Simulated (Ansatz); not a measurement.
# CH2BrSi: the cost of one run

Program: Ansatz 0.2.0. Level of theory: UKS PBE-D4/def2-SVP. These are calculated values, not measurements.

## Step 1: The structure to begin with

Bond lengths: C1–Si2 1.765 Å, Si2–Br3 2.243 Å, C1–H4 1.091 Å, Si2–H5 1.464 Å. Angles: C1–Si2–Br3 110.1°, C1–Si2–H5 151.0°, Br3–Si2–H5 98.9°, Si2–C1–H4 118.5°.

As a file:

```xyz
5

C    -1.1867   -0.6540   -0.1879
Si    0.2994    0.2785    0.0008
Br    1.8480   -0.9449    1.0670
H    -2.0350   -0.1848   -0.6874
H     1.0743    1.5052   -0.1925
```

## Step 2: Relaxing end A

File input.yaml:

```yaml
crystal:
  periodic: [false, false, false]
  atoms:
    - { symbol: C, position_ang: [-1.18672, -0.65397, -0.18787] }
    - { symbol: Si, position_ang: [0.2994, 0.27849, 0.00081] }
    - { symbol: Br, position_ang: [1.84804, -0.94486, 1.06701] }
    - { symbol: H, position_ang: [-2.03499, -0.18482, -0.68743] }
    - { symbol: H, position_ang: [1.07428, 1.50516, -0.19252] }
magnetization:
  spin_polarized: true
  initial_magnetization: 1
basis:
  gaussian: { orbitals: def2-SVP }
hamiltonian:
  xc: pbe
  dispersion: d4
relax:
  f_tol: 0.02
  max_steps: 50
```

Run with:

```sh
$ ansatz run input.yaml --threads 2 --pin off --max-ram 3072MiB --backend cpu --events-out ev --progress --plain --runs-dir out
```

Q: Estimate wall time and peak memory on 2 threads of Intel Xeon 6975P-C (Granite Rapids), shared host.

About 15 s, with a peak of 0.21 GiB.
